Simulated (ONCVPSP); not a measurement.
# Ga: the cost of one run

Program: ONCVPSP 4.0.1.1 (patched build). Reference atom: PBEsol, scalar-relativistic, spherical and spin-unpolarised. All values are calculated.

## (1) Starting point

Typed settings, in words:

| Quantity | Value |
| --- | --- |
| element | gallium (Ga, Z = 31) |
| type | optimised norm-conserving Vanderbilt (ONCV) |
| frozen core | [Ne] |
| valence charge | 21 |
| reference configuration | 3s2 3p6 3d10 4s2 4p1 |
| partial waves | 3s+4s: rc 1.00 bohr, ncon 4, nbas 7, qcut 11 1/bohr, 2 projectors; 3p+4p: rc 1.30 bohr, ncon 4, nbas 7, qcut 10.1 1/bohr, 3 projectors, debl 3.4 Ha; 3d: rc 0.95 bohr, ncon 4, nbas 8, qcut 20 1/bohr, 2 projectors, debl 3.4 Ha |
| local potential | polynomial inside 0.70 bohr (lpopt 3, dvloc0 0 Ha) |
| core correction | not asked for |

## (2) Generation

Contents of Ga.dat:

```
# ATOM AND REFERENCE CONFIGURATION
# atsym  z   nc   nv     iexc    psfile
  Ga 31.00    3    5  -116133      upf
#
#   n    l    f
    1    0    2.00
    2    0    2.00
    2    1    6.00
    3    0    2.00
    3    1    6.00
    3    2   10.00
    4    0    2.00
    4    1    1.00
#
# PSEUDOPOTENTIAL AND OPTIMIZATION
# lmax
    2
#
#   l,   rc,      ep,       ncon, nbas, qcut
    0    1.00    0.00    4    7   11.00
    1    1.30    0.00    4    7   10.10
    2    0.95    0.00    4    8   20.00
#
# LOCAL POTENTIAL
# lloc, lpopt,  rc(5),   dvloc0
    4    3    0.70    0.00
#
# VANDERBILT-KLEINMAN-BYLANDER PROJECTORs
# l, nproj, debl
    0    2    2.40
    1    3    3.40
    2    2    3.40
#
# MODEL CORE CHARGE
# icmod, fcfact, rcfact
    0    0.00    0.00
#
# LOG DERIVATIVE ANALYSIS
# epsh1, epsh2, depsh
   -7.00    5.00    0.04
#
# OUTPUT GRID
# rlmax, drl
    6.00    0.01
#
# TEST CONFIGURATIONS
# ncnf
    4
# nvcnf
#   n    l    f
    5
    3    0    2.00
    3    1    6.00
    3    2   10.00
    4    0    2.00
    4    1    0.00
#
    5
    3    0    2.00
    3    1    6.00
    3    2   10.00
    4    0    1.00
    4    1    0.00
#
    5
    3    0    2.00
    3    1    6.00
    3    2   10.00
    4    0    0.00
    4    1    0.00
#
    5
    3    0    2.00
    3    1    6.00
    3    2    9.00
    4    0    2.00
    4    1    2.00
#
```

Started as:

```bash
$ oncvpsp.x < Ga.dat > Ga.out
```

**Question.** How long does this run take on 1 thread of Neoverse-N1, shared host?

About 6 s.
